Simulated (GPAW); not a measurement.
Runs of GPAW 26.7.0 on NiMoIrPdW. The structure is trigonal, space group P3m1 (No. 156). The conventional cell has a = 2.761 Å, b = 2.761 Å, c = 11.341 Å, α = 90.00°, β = 90.00°, γ = 120.00°. Around Ni (site symmetry 3m) lie 3 W at 2.59 Å and 3 Pd at 2.68 Å and 6 Ni at 2.76 Å. Around Mo (site symmetry 3m) lie 3 Ir at 2.66 Å and 1 W at 2.66 Å and 6 Mo at 2.76 Å. Around Pd (site symmetry 3m) lie 3 Ni at 2.68 Å and 6 Pd at 2.76 Å and 3 Ir at 2.84 Å. Ir (site symmetry 3m) has 3 Mo at 2.66 Å and 6 Ir at 2.76 Å and 3 Pd at 2.84 Å as nearest neighbours. W (site symmetry 3m) has 3 Ni at 2.59 Å and 1 Mo at 2.66 Å and 6 W at 2.76 Å as nearest neighbours. The cell was built by a generator and needn't be a form met in nature.

| task | level | potentials or basis | spin | cell | k mesh | ranks | optimizer | fmax | max steps | target pressure | mesh quality | gap on the mesh (eV) | pressure (GPa) | moment (μB) | largest force (eV/Å) |
| --- | --- | --- | --- | --- | --- | --- | --- | --- | --- | --- | --- | --- | --- | --- | --- |
| single point | vdW-DF2 | GPAW PAW data sets (gpaw-data 1.2.1), pw | collinear, ferromagnetic start | as given | 6 × 6 × 2 | - | - | - | - | - | coarse | none | - | (b) | 0.62 |
| relaxation of cell and atoms | PBE | GPAW PAW data sets (gpaw-data 1.2.1), pw | collinear, ferromagnetic start | relaxed to 20 GPa | 8 × 8 × 2 | 8 | BFGS | 0.02 eV/Å | 60 | 20 GPa | not flagged | none | 20.0 | 0.00 | 0.01 |
| density of states | PBE | GPAW PAW data sets (gpaw-data 1.2.1), pw | collinear, ferromagnetic start | as given | 8 × 8 × 2 | 8 | - | - | - | - | not flagged | none | -0.1 | 0.00 | 0.29 |
| single point | LDA | the program's PAW data sets (release 1.2.1) made for this functional, pw | non-collinear, ferromagnetic start, SOC | as given | 5 × 5 × 1 | 8 | - | - | - | - | coarse | none | - | 0.00 | (c) |
| band structure | revPBE | the program's PAW data sets (release 1.2.1) made for this functional, pw | collinear, ferromagnetic start | as given | 8 × 8 × 2 | 8 | - | - | - | - | not flagged | - | 3.0 | 0.00 | 0.31 |
| electrostatic potential | PBE | GPAW PAW data sets (gpaw-data 1.2.1), pw | collinear, ferromagnetic start | as given | 8 × 8 × 2 | 8 | - | - | - | - | not flagged | none | -0.1 | 0.00 | 0.29 |
| band structure | BLYP | PAW data sets generated in the run's folder for this functional, pw | collinear, ferromagnetic start | as given | 8 × 8 × 2 | 8 | - | - | - | - | not flagged | - | (a) | 0.00 | 0.45 |
| band structure | RPBE | the program's PAW data sets (release 1.2.1) made for this functional, pw | collinear, ferromagnetic start | as given | 8 × 8 × 2 | 8 | - | - | - | - | not flagged | - | 4.2 | 0.00 | 0.33 |

Alike in all rows: cutoff (eV) 600; smearing fermi-dirac 0.05 eV.

Fill in the values left out.

(a) 10.0; (b) 0.46; (c) 0.54.

Caveats: some runs use coarse meshes; the stock nickel data set gives pressures a few GPa off other programs; spin-orbit coupling is left out, which moves the levels of the heavy elements (some runs); the PAW data sets were made with another functional, which shifts forces and pressure a little (some runs); each step starts from the last one's moments, so a moment once lost doesn't come back (some runs); later steps reuse the first step's grids (some runs); this program's spin-orbit splittings come out too wide for heavy elements (some runs).

A k mesh can miss the band edges, and rows without SOC leave out spin-orbit coupling on Ir, Mo, Pd, W.

A gap of «none» marks a metal or a gap under the smearing width.
